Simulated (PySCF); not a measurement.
# F6Hf2O ([(F)3Hf]2O): the cost of one run

Programs: PySCF 2.14.0, with density-fitted response routines of our own. Each step states its level of theory. These are calculated values for one molecule in the gas phase, unless marked as measured. Atoms count from 0, in the outputs and in this text.

### Step 1. Starting geometry

9 atoms, charge 0, multiplicity 1; geometry from: GFN2-xTB. The atoms were then displaced at random by about 0.03 Å, so the start is not that level's minimum.

Bonds of the start (Å): Hf0–F1 1.80, Hf0–F2 1.96, Hf0–F3 1.88, Hf0–O4 1.80, O4–Hf5 1.85, Hf5–F6 1.87, Hf5–F7 1.79, Hf5–F8 1.81.

### Step 2. Relaxing the molecule at PBE0-D3(BJ)/def2-SVP

The job: settings as JSON, then the geometry in Å.

```
{"job": {"xc": "PBE0", "basis": "def2-SVP", "d3": "d3bj", "grid": 1, "maxiter": 40, "shake": 0.03, "kind": "geom"}, "charge": 0, "multiplicity": 1}
Hf     0.094910     1.647940    -0.710740
F      1.627270     2.296000    -1.407070
F     -1.153740     2.035350    -2.171840
F     -0.308690     3.120070     0.393480
O     -0.007520    -0.017530    -0.025850
Hf    -0.045170    -1.709010     0.718640
F      0.890700    -1.984060     2.316700
F     -1.643200    -2.406670     1.113560
F      0.678190    -3.051540    -0.252530
```

Command:

```sh
OMP_NUM_THREADS=1 python probes_run.py task.json out
```

The driver reads the jobs from task.json and runs them one after another.

**Question.** How long does this first job take on 1 thread of AMD EPYC, shared host, and how much memory does it need?

About 12 min, with a peak of 0.68 GiB.
